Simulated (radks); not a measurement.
**Hf⁴⁺ in [Xe] 4f14: an all-electron calculation**

What are the levels of the hafnium ion Hf4+, how large are its shells, and how does its energy divide?

The numbers are computed with radks (a radial shooting solver on a logarithmic mesh, Libxc functionals) version 1 (scalar-relativistic Kohn-Sham, exchange-only r2SCAN, spin-unpolarised, spherical densities, finite nucleus), except any that are marked as measured or tabulated.

### Step 1. The system

```
element            : hafnium (Z = 72)
charge             : +4
electrons          : 68
configuration      : [Xe] 4f14
nuclear rms radius : 5.347 fm
```

The outer shells:

Hf⁴⁺
```
[Xe] core
4f [↑↓][↑↓][↑↓][↑↓][↑↓][↑↓][↑↓]
```

### Step 2. Self-consistent calculation

The run's settings:

```text
Z 72
configuration [Xe] 4f14
relativity scalar-relativistic
functional r2scan,
spin unpolarised
nucleus finite rms 5.347 fm
c 137.035999084
```

What does the calculation give?

As calculated:

| quantity | value |
| --- | --- |
| total energy | -15070.7786 hartree |
| exchange-correlation share of it | 2.01 % |
| −T/E | 1.0957 |
| highest occupied level | 4f, -56.432 eV |
| most extended occupied level | 5p, <r> = 1.30 bohr |
| radius at density 0.001 e/bohr³ | 2.87 bohr |
| maxima of the radial density | 4 |
| ionisation energy, NIST | 68.37 (semi-emp.) eV |

What this shows: 5 principal shells are occupied and 4 maxima appear in the radial density; where shells overlap, one shows as a shoulder or not at all. Relativity lifts −T/E to 1.096. The top level binds by 56.432 eV, 83 % of the NIST ionisation energy of 68.37 eV; the potential of a semilocal functional falls off too fast, so its top eigenvalue is too shallow. 
